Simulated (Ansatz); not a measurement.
**Ga: an axial (c/a) deformation path**

One table from this session's results is given with a row withheld; the runs are named, their logs left out.

Program: Ansatz 0.2.0. Level of theory: DFT r2SCAN, scalar-relativistic, plane waves, PAW. These are calculated values, not measurements.

**The system as given**

Symmetry: Cmcm, No. 63, orthorhombic system. The conventional cell has a = 2.900 Å, b = 8.130 Å, c = 3.170 Å, α = 90.00°, β = 90.00°, γ = 90.00°. Around Ga (site symmetry m2m) lie 8 Ga at 2.68 to 2.90 Å.

Structure file:

```cif
data_structure
_symmetry_space_group_name_H-M 'Cmcm'
_symmetry_Int_Tables_number 63
_cell_length_a 2.9000
_cell_length_b 8.1300
_cell_length_c 3.1700
_cell_angle_alpha 90.000
_cell_angle_beta 90.000
_cell_angle_gamma 90.000
_cell_volume 74.74
loop_
_atom_site_label
_atom_site_type_symbol
_atom_site_symmetry_multiplicity
_atom_site_Wyckoff_symbol
_atom_site_fract_x
_atom_site_fract_y
_atom_site_fract_z
_atom_site_occupancy
Ga1 Ga 4 c 0.50000 0.63300 0.25000 1
```

No relaxation comes first: the listed cell is the starting point.

Set-up of the first run:

File input.yaml:

```yaml
crystal:
  lattice:
    - [1.45, -4.065, 0.0]
    - [1.45, 4.065, 0.0]
    - [0.0, 0.0, 3.17]
  atoms:
    - { symbol: Ga, position: [0.867, 0.133, 0.25] }
    - { symbol: Ga, position: [0.133, 0.867, 0.75] }
basis:
  ecutwfc: 500
kpoints:
  mp_grid: { grid: [20, 20, 16] }
hamiltonian:
  xc: r2scan
scf:
  occupations: { method: gaussian, width: 0.15 }
output:
  forces: true
  stress: true
  eigenvalues: true
  write_density: true
  write_potential: true
  elf: true
  volumetric_format: npy
```

On the command line:

```console
$ ansatz run input.yaml --threads 1 --pin off --max-ram 2560MiB --backend cpu --events-out ev --progress --plain --runs-dir out
```

Among the steps run: The undisturbed cell; ρ = 0.850; Point ρ = 1.200; At ρ = 0.920; ρ = 1.100; Point ρ = 0.960; At ρ = 1.050; At ρ = 0.800; Point ρ = 1.300.

One table of the session follows, with a row left open; its other results are not shown here.

The scan, with free energies counted from the undisturbed cell:

```
    ρ  ΔE (meV/atom)  pressure (GPa)
0.800           62.6             0.3
0.850           45.4            -0.3
0.920           22.3            -1.0
0.960              ?               ?
1.000            0.0            -1.5
1.050           -9.9            -1.6
1.100          -14.3            -1.6
1.200           -5.7            -1.2
1.300            9.4            -0.6
```

Estimate the missing values for ρ = 0.960.

Worked estimate for «ΔE (meV/atom)». A straight line through the neighbours (0.920, 22.3) and (1.000, 0.0) gives 22.3 + (0.0 − 22.3) × (0.960 − 0.920) / (1.000 − 0.920) = 11.2; a parabola fitted to 4 rows on both sides gives 10.5.

The run gave: ΔE (meV/atom): 10.5; pressure (GPa): -1.3. In «ΔE (meV/atom)» the line misses by +0.7 and the parabola by 0.0.
